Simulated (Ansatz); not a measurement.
**CH2FI: how energies converge with the basis set**

One table from this session's results is given with a row withheld; the runs are named, their logs left out.

Computed with Ansatz 0.2.0, Gaussian basis. Level: one geometry, several basis sets.

Levels to be run: PBE0-D4/def2-SVP; ωB97M-V/def2-SVP; PBE0-D4/def2-QZVPP; ωB97M-V/def2-QZVPP; the functionals' def2-TZVPP values are taken from earlier runs.

### The relaxed structure

All runs share one geometry, relaxed beforehand with PBE0-D4 in a triple-zeta def2 set. I takes the def2 core potential; no spin-orbit term is included.

SMILES `FCI`, 5 atoms, charge 0, spin multiplicity 1.

Atoms are counted from 1 here; the program's logs count them from 0.

Bond lengths: F1–C2 1.353 Å, C2–I3 2.142 Å, C2–H4 1.088 Å, C2–H5 1.088 Å. Angles: F1–C2–I3 111.0°, F1–C2–H4 109.9°, F1–C2–H5 109.9°, I3–C2–H4 106.6°, I3–C2–H5 106.6°, H4–C2–H5 112.7°.

Set-up of the first run:

File in.yaml:

```yaml
crystal:
  periodic: [false, false, false]
  atoms:
    - {symbol: F, position_ang: [1.196254, 0.710859, -0.175539]}
    - {symbol: C, position_ang: [0.160617, -0.114144, 0.103400]}
    - {symbol: I, position_ang: [-1.632294, 0.547931, -0.864187]}
    - {symbol: H, position_ang: [0.368116, -1.111996, -0.277239]}
    - {symbol: H, position_ang: [-0.042693, -0.106249, 1.172163]}
basis:
  gaussian: {orbitals: def2-SVP}
hamiltonian: {xc: pbe0, dispersion: d4}
output: {orbitals: {seedname: orbitals}}
```

Steps of the session up to this table: PBE0-D4 in def2-SVP; ωB97M-V in def2-SVP; PBE0-D4 in def2-QZVPP; ωB97M-V in def2-QZVPP.

One of the session's tables, all rows but one given; the rest of the session is left out.

It belongs to the step «Density functionals: the series». 

```
functional       basis  HOMO (eV)
   PBE0-D4    def2-SVP      -7.49
   PBE0-D4  def2-TZVPP      -7.58
   PBE0-D4  def2-QZVPP      -7.60
   ωB97M-V    def2-SVP      -9.65
   ωB97M-V  def2-TZVPP      -9.76
   ωB97M-V  def2-QZVPP          ?
```

**Question.** Estimate the row for ωB97M-V, def2-QZVPP.

The run gave: HOMO (eV): -9.78. In the column «HOMO (eV)» it is the lowest.
